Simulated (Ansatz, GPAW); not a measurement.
CsPbBr3: GLLB-SC, run from Python

These are simulated results from GPAW 26.7.0, not measurements. The cell was built from a prototype and was relaxed with r2SCAN in plane waves (Ansatz 0.2.0). It may be hypothetical. All runs are without spin polarisation.

Space group Pm-3m (No. 221), cubic; a = 5.943 Å in the conventional setting, 41.98 Å³ an atom. Cs is surrounded by 12 Br at 4.20 Å; Pb is surrounded by 6 Br at 2.97 Å; Br is surrounded by 2 Pb at 2.97 Å and 4 Cs at 4.20 Å.

GLLB-SC is a model potential. Its fundamental gap is the Kohn-Sham gap plus a derivative discontinuity, which the script evaluates at the band edges among the listed k points. Its total energy isn't variational and serves nothing here.

Input script:

```python
import json
from ase import Atoms
from gpaw import GPAW, PW, FermiDirac

atoms = Atoms(['Cs', 'Pb', 'Br', 'Br', 'Br'],
              cell=[[5.94296156, 0.0, 0.0], [0.0, 5.94296156, 0.0], [0.0, 0.0, 5.94296156]],
              scaled_positions=[[0.0, 0.0, 0.0], [0.5, 0.5, 0.5], [0.5, 0.5, 0.0], [0.5, 0.0, 0.5], [0.0, 0.5, 0.5]],
              pbc=True)
calc = GPAW(mode=PW(400), xc='GLLBSC', kpts={'size': (4, 4, 4), 'gamma': True},
            occupations=FermiDirac(0.02), maxiter=100, legacy_gpaw=True, txt='gpaw.txt')
atoms.calc = calc
res = {'energy': atoms.get_potential_energy(force_consistent=True)}
res['electrons'] = calc.get_number_of_electrons()
res['k'] = calc.get_ibz_k_points().tolist()
res['levels'] = [calc.get_eigenvalues(kpt=i).tolist() for i in range(len(res['k']))]
points = [[0.0, 0.0, 0.0], [0.0, 0.5, 0.0], [0.5, 0.5, 0.0], [0.5, 0.5, 0.5]]
bands = calc.fixed_density(kpts=points, symmetry='off', nbands=round(res['electrons']) // 2 + 6, convergence={'bands': -2}, txt='bands.txt')
res['points'] = [bands.get_eigenvalues(kpt=i).tolist() for i in range(len(points))]
homo, lumo = bands.get_homo_lumo()
potential = calc.hamiltonian.xc.response.calculate_discontinuity_potential(homo, lumo)
res['discontinuity'] = bands.hamiltonian.xc.response.calculate_discontinuity(potential)
json.dump(res, open('results.json', 'w'))
print('free energy (eV):', round(res['energy'], 5))
```

Command: `python run.py`. It took 110 s on 1 thread of Arm Neoverse N1 (shared host), peak memory 0.24 GiB.

The log gpaw.txt, trimmed of paths, versions and times, then the last line on the terminal. An iter line gives the energy in eV and the logarithms of the changes of orbitals (plane waves alone) and density (c: converged):

```
___ ___ ___ _ _ _
 |   |   |_  | | | |

 | | | | | . | | | |

 |__ |  _|___|_____|  26.7.0
 |___|_|

Input parameters:
  kpts: {gamma: True,
         size: (4, 4, 4)}
  maxiter: 100
  mode: {ecut: 400.0,
         name: pw}
  occupations: {fixmagmom: False,
                name: fermi-dirac,
                width: 0.02}
  xc: GLLBSC

System changes: positions, numbers, cell, pbc, initial_charges, initial_magmoms

Initialize ...

species:
  Cs:
    name:    Caesium
    Z:       55.0
    valence: 9
    core:    46
    charge:  0.0  # [|e|]
    compensation charges:
      type: gauss
      rc: 0.33  # [Å]
      lmax: 2
    cutoffs:
      filter: 2.06  # [Å]
      core: 2.51  # [Å]
    projectors
    | kind |    occ | energy [eV] | rcut [Å] |

    |------|--------|-------------|----------|

    |   5s |  2.000 |     -26.300 |    1.164 |

    |   6s |  1.000 |      -2.756 |    1.164 |

    |   5p |  6.000 |     -13.212 |    1.058 |

    |    p |        |      13.999 |    1.058 |

    |    d |        |       0.000 |    1.058 |

    Using partial waves for Cs as LCAO basis

  Pb:
    name:    Lead
    Z:       82.0
    valence: 14
    core:    68
    charge:  0.0  # [|e|]
    compensation charges:
      type: gauss
      rc: 0.38  # [Å]
      lmax: 2
    cutoffs:
      filter: 2.36  # [Å]
      core: 2.43  # [Å]
    projectors
    | kind |    occ | energy [eV] | rcut [Å] |

    |------|--------|-------------|----------|

    |   6s |  2.000 |     -13.011 |    1.259 |

    |   6p |  2.000 |      -4.841 |    1.275 |

    |   5d | 10.000 |     -22.546 |    1.217 |

    |    s |        |      14.200 |    1.259 |

    |    p |        |      22.370 |    1.275 |

    |    d |        |       4.665 |    1.217 |

    Using partial waves for Pb as LCAO basis

  Br:
    name:    Bromine
    Z:       35.0
    valence: 7
    core:    28
    charge:  0.0  # [|e|]
    compensation charges:
      type: gauss
      rc: 0.35  # [Å]
      lmax: 2
    cutoffs:
      filter: 1.98  # [Å]
      core: 2.38  # [Å]
    projectors
    | kind |    occ | energy [eV] | rcut [Å] |

    |------|--------|-------------|----------|

    |   4s |  2.000 |     -23.401 |    1.111 |

    |   4p |  5.000 |     -11.410 |    1.111 |

    |    s |        |       3.810 |    1.111 |

    |    p |        |      15.801 |    1.111 |

    |    d |        |       0.000 |    1.111 |

    Using partial waves for Br as LCAO basis

Reference energy: -991406.388894  # eV

Spin-paired calculation

Convergence criteria:
 Maximum [total energy] change in last 3 cyles: 0.0005 eV / valence electron
 Maximum integral of absolute [dens]ity change: 0.0001 electrons / valence electron
 Maximum integral of absolute [eigenst]ate change: 4e-08 eV^2 / valence electron
 Maximum number of scf [iter]ations: 100
 (Square brackets indicate name in SCF output, whereas a 'c' in
 the SCF output indicates the quantity has converged.)

Symmetries present (total): 48

  ( 1  0  0)  ( 1  0  0)  ( 1  0  0)  ( 1  0  0)  ( 1  0  0)  ( 1  0  0)
  ( 0  1  0)  ( 0  1  0)  ( 0  0  1)  ( 0  0  1)  ( 0  0 -1)  ( 0  0 -1)
  ( 0  0  1)  ( 0  0 -1)  ( 0  1  0)  ( 0 -1  0)  ( 0  1  0)  ( 0 -1  0)

  ( 1  0  0)  ( 1  0  0)  ( 0  1  0)  ( 0  1  0)  ( 0  1  0)  ( 0  1  0)
[... 24 lines left out ...]
  ( 0  0  1)  ( 0  0  1)  ( 0  0 -1)  ( 0  0 -1)  ( 0 -1  0)  ( 0 -1  0)
  ( 0  1  0)  ( 0 -1  0)  ( 0  1  0)  ( 0 -1  0)  ( 0  0  1)  ( 0  0 -1)

64 k-points: 4 x 4 x 4 Monkhorst-Pack grid + [1/8,1/8,1/8]
10 k-points in the irreducible part of the Brillouin zone
       k-points in crystal coordinates                weights
   0:     0.00000000    0.00000000    0.00000000          1/64
   1:     0.25000000    0.00000000    0.00000000          6/64
   2:     0.25000000    0.25000000    0.00000000         12/64
   3:     0.25000000    0.25000000    0.25000000          8/64
   4:     0.50000000    0.00000000    0.00000000          3/64
   5:     0.50000000    0.25000000    0.00000000         12/64
   6:     0.50000000    0.25000000    0.25000000         12/64
   7:     0.50000000    0.50000000    0.00000000          3/64
   8:     0.50000000    0.50000000    0.25000000          6/64
   9:     0.50000000    0.50000000    0.50000000          1/64

Wave functions: Plane wave expansion
  Cutoff energy: 400.000 eV
  Number of coefficients (min, max): 3791, 3840
  Pulay-stress correction: 0.000000 eV/Ang^3 (de/decut=0.000000)
  Using FFTW library
  ScaLapack parameters: grid=1x1, blocksize=None
  Wavefunction extrapolation:
    Improved wavefunction reuse through dual PAW basis

Occupation numbers: Fermi-Dirac:
  width: 0.0200  # eV

Eigensolver
   Davidson(niter=2)

Densities:
  Coarse grid: 28*28*28 grid
  Fine grid: 56*56*56 grid
  Total Charge: 0.000000

Density mixing:
  Method: separate
  Backend: msr1
  Linear mixing parameter: 0.05
  old densities: 10
  Width of damping distribution: 1.1
  Damping of long wavelength oscillations: 20

Hamiltonian:
  XC and Coulomb potentials evaluated on a 56*56*56 grid
  Using the GLLBSC Exchange-Correlation functional
  External potential:
    NoExternalPotential

XC parameters: GLLBSC functional being used consists of
  -----------------------------------------------------------------------
  | Weight | Module     | Description                                   |

  -----------------------------------------------------------------------
  |  1.000 | SCREENING  | GGA_X_PBE_SOL with 2 nearest neighbor stencil |

  |  1.000 | RESPONSE   | eps=0.0500 eV                                 |

  |  1.000 | XC         | GGA_C_PBE_SOL with 2 nearest neighbor stencil |

  -----------------------------------------------------------------------

Memory estimate:
  Process memory now: 119.46 MiB
  Calculator: 42.94 MiB
    Density: 13.80 MiB
      Arrays: 4.35 MiB
      Localized functions: 6.10 MiB
      Mixer: 3.35 MiB
    Hamiltonian: 3.01 MiB
      Arrays: 2.85 MiB
      XC: 0.00 MiB
      Poisson: 0.00 MiB
      vbar: 0.17 MiB
    Wavefunctions: 26.13 MiB
      Arrays psit_nG: 15.23 MiB
      Eigensolver: 1.92 MiB
      Projections: 0.28 MiB
      Projectors: 7.27 MiB
      PW-descriptor: 1.42 MiB

Total number of cores used: 1

Number of atoms: 5
Number of atomic orbitals: 26
Number of bands in calculation: 26
Number of valence electrons: 44
Bands to converge: occupied

... initialized

Initializing position-dependent things.

Density initialized from atomic densities
Creating initial wave functions:
  26 bands from LCAO basis set

     .--------------.
    /|              |

   / |              |

  /  |              |

 *   |              |

 | Br|     Pb       |

 |   |              |

 |   .---Br---------.
 |  /              /
 | /       Br     /
 |/              /
 Cs-------------*
Positions:
   0 Cs     0.000000    0.000000    0.000000    ( 0.0000,  0.0000,  0.0000)
   1 Pb     2.971481    2.971481    2.971481    ( 0.0000,  0.0000,  0.0000)
   2 Br     2.971481    2.971481    0.000000    ( 0.0000,  0.0000,  0.0000)
   3 Br     2.971481    0.000000    2.971481    ( 0.0000,  0.0000,  0.0000)
   4 Br     0.000000    2.971481    2.971481    ( 0.0000,  0.0000,  0.0000)

Unit cell:
           periodic     x           y           z      points  spacing
  1. axis:    yes    5.942962    0.000000    0.000000    28     0.2122
  2. axis:    yes    0.000000    5.942962    0.000000    28     0.2122
  3. axis:    yes    0.000000    0.000000    5.942962    28     0.2122

  Lengths:   5.942962   5.942962   5.942962
  Angles:   90.000000  90.000000  90.000000

Effective grid spacing dv^(1/3) = 0.2122

iter:   1   -20.516354
iter:   2   -18.739608   -0.78  -1.22
iter:   3   -30.961628   +0.11  -1.21
iter:   4   -17.223168   -0.01  -1.13
iter:   5   -17.415149   -1.66  -1.33
iter:   6   -17.079021   -2.10  -1.29
iter:   7   -16.930837   -2.39  -1.25
iter:   8   -16.830928   -2.73  -1.48
iter:   9   -16.840831   -2.41  -1.66
iter:  10   -16.848106c  -3.62  -2.71
iter:  11   -16.841886c  -4.54  -3.20
iter:  12   -16.837467c  -5.35  -3.12
iter:  13   -16.834510c  -5.40  -3.09
iter:  14   -16.833800c  -6.55  -4.23c
iter:  15   -16.833211c  -6.81  -4.18c
iter:  16   -16.833221c  -7.60c -4.39c

Converged after 16 iterations.

Energy contributions relative to reference atoms: (reference = -991406.388894)

Kinetic:       +110.590817
Potential:     -104.608082
External:        +0.000000
XC:             -23.328528
Entropy (-ST):   -0.000000
Local:           +0.512572
SIC:             +0.000000
--------------------------
Free energy:    -16.833221
Extrapolated:   -16.833221

GLLBSC response reference energy: 1.26390 eV (from HOMO)

Showing only first 2 kpts
 Kpt  Band  Eigenvalues  Occupancy
  0    20     -0.73826    2.00000
  0    21     -0.73826    2.00000
  0    22      5.40852    0.00000
  0    23      7.51065    0.00000

  1    20     -0.78931    2.00000
  1    21     -0.67332    2.00000
  1    22      5.72026    0.00000
  1    23      6.10575    0.00000

Fermi level: 2.99598

Gap: 2.143 eV
Transition (v -> c):
  (s=0, k=9, n=21, [0.50, 0.50, 0.50]) -> (s=0, k=9, n=22, [0.50, 0.50, 0.50])
No difference between direct/indirect transitions

free energy (eV): -16.83322
```

The gap in the log is over the mesh alone; results.json adds the listed points. GLLB-SC gives a gap of 2.96 eV (2.143 eV Kohn-Sham over the listed points plus 0.814 eV discontinuity). On the same cell, plane-wave PBE (Ansatz, 4×4×4 k points and the special points) gives a gap of 1.67 eV and r2SCAN a gap of 2.04 eV; on shared hosts these took about 8.8 and 22 core-seconds on the 5-atom cell, against 110 for the script. Spin-orbit coupling, left out in all these runs, can cut or reorder the gap by tenths of an eV, up to about 1 eV with Pb or Bi.

Spin-orbit coupling is left out; in compounds of Pb, Bi, Tl or Hg it can lower a gap by up to about 1 eV, split its edges or invert the bands.
